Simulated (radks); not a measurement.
# Fractional charge and spin in the 5p shell of lanthanum

Aim: the energy as the spin-up occupation of 5p runs from 2 to 3 and the spin-down one from 2 to 3, against the two flat planes that join the four corners. Added charge counts from the emptiest corner (up 2, down 2).

The numbers are computed with radks (a radial shooting solver on a logarithmic mesh, Libxc functionals) version 1 (scalar-relativistic Kohn-Sham, PBE, spin-polarised, spherical densities, point nucleus), except any that are marked as measured or tabulated.

## 1. What is computed

| Property | Result |
| --- | --- |
| element | lanthanum (Z = 57) |
| configuration | [Kr] 4d10 5s2 5d(up 1, down 1) 5p(up 3, down 3) |

A shell typed twice in an input gives spin up, then spin down.

## 2. 5p: up 3, down 3

The run's settings:

```text
Z 57
configuration [Kr] 4d10 5s2 5d1 5d1 5p3 5p3
relativity scalar-relativistic
functional pbe,pbe
spin polarised
nucleus point
c 137.035999084
```

## 3. 5p: up 3, down 2.75

The run's settings:

```text
Z 57
configuration [Kr] 4d10 5s2 5d1 5d1 5p3 5p2.75
relativity scalar-relativistic
functional pbe,pbe
spin polarised
nucleus point
c 137.035999084
```

## 4. 5p: up 3, down 2.5

The run's settings:

```text
Z 57
configuration [Kr] 4d10 5s2 5d1 5d1 5p3 5p2.5
relativity scalar-relativistic
functional pbe,pbe
spin polarised
nucleus point
c 137.035999084
```

## 5. 5p: up 3, down 2.25

The run's settings:

```text
Z 57
configuration [Kr] 4d10 5s2 5d1 5d1 5p3 5p2.25
relativity scalar-relativistic
functional pbe,pbe
spin polarised
nucleus point
c 137.035999084
```

## 6. 5p: up 3, down 2

The run's settings:

```text
Z 57
configuration [Kr] 4d10 5s2 5d1 5d1 5p3 5p2
relativity scalar-relativistic
functional pbe,pbe
spin polarised
nucleus point
c 137.035999084
```

## 7. 5p: up 2.75, down 2.75

The run's settings:

```text
Z 57
configuration [Kr] 4d10 5s2 5d1 5d1 5p2.75 5p2.75
relativity scalar-relativistic
functional pbe,pbe
spin polarised
nucleus point
c 137.035999084
```

## 8. 5p: up 2.75, down 2.5

The run's settings:

```text
Z 57
configuration [Kr] 4d10 5s2 5d1 5d1 5p2.75 5p2.5
relativity scalar-relativistic
functional pbe,pbe
spin polarised
nucleus point
c 137.035999084
```

## 9. 5p: up 2.75, down 2.25

The run's settings:

```text
Z 57
configuration [Kr] 4d10 5s2 5d1 5d1 5p2.75 5p2.25
relativity scalar-relativistic
functional pbe,pbe
spin polarised
nucleus point
c 137.035999084
```

## 10. 5p: up 2.75, down 2

The run's settings:

```text
Z 57
configuration [Kr] 4d10 5s2 5d1 5d1 5p2.75 5p2
relativity scalar-relativistic
functional pbe,pbe
spin polarised
nucleus point
c 137.035999084
```

## 11. 5p: up 2.5, down 2.5

The run's settings:

```text
Z 57
configuration [Kr] 4d10 5s2 5d1 5d1 5p2.5 5p2.5
relativity scalar-relativistic
functional pbe,pbe
spin polarised
nucleus point
c 137.035999084
```

## 12. 5p: up 2.5, down 2.25

The run's settings:

```text
Z 57
configuration [Kr] 4d10 5s2 5d1 5d1 5p2.5 5p2.25
relativity scalar-relativistic
functional pbe,pbe
spin polarised
nucleus point
c 137.035999084
```

## 13. 5p: up 2.5, down 2

The run's settings:

```text
Z 57
configuration [Kr] 4d10 5s2 5d1 5d1 5p2.5 5p2
relativity scalar-relativistic
functional pbe,pbe
spin polarised
nucleus point
c 137.035999084
```

## 14. 5p: up 2.25, down 2.25

The run's settings:

```text
Z 57
configuration [Kr] 4d10 5s2 5d1 5d1 5p2.25 5p2.25
relativity scalar-relativistic
functional pbe,pbe
spin polarised
nucleus point
c 137.035999084
```

## 15. 5p: up 2.25, down 2

The run's settings:

```text
Z 57
configuration [Kr] 4d10 5s2 5d1 5d1 5p2.25 5p2
relativity scalar-relativistic
functional pbe,pbe
spin polarised
nucleus point
c 137.035999084
```

## 16. 5p: up 2, down 2

The run's settings:

```text
Z 57
configuration [Kr] 4d10 5s2 5d1 5d1 5p2 5p2
relativity scalar-relativistic
functional pbe,pbe
spin polarised
nucleus point
c 137.035999084
```

Q: Predict the outcome of this session. Wanted: for each run, down \ up; 2; 2.25; 2.5; 2.75; 3.

As calculated:

```tsv
down \ up	2	2.25	2.5	2.75	3
2	0.000	-1.029	-1.365	-1.018	0.000
2.25	-1.029	-1.313	-0.916	0.150	-0.934
2.5	-1.365	-0.916	0.199	-0.836	-1.233
2.75	-1.018	0.150	-0.836	-1.185	-0.915
3	0.000	-0.934	-1.233	-0.915	0.000
```

What this shows: The table gives the energy in eV minus the planes, whose edge runs along up + down = one added electron; mirror points follow by spin symmetry. With half an added electron in each spin it lies 0.20 eV above the planes. With half an electron added in spin up alone it lies 1.37 eV below them. The planes are only a guide here: the condition holds for ground states with one frontier orbital, and this shell is degenerate.
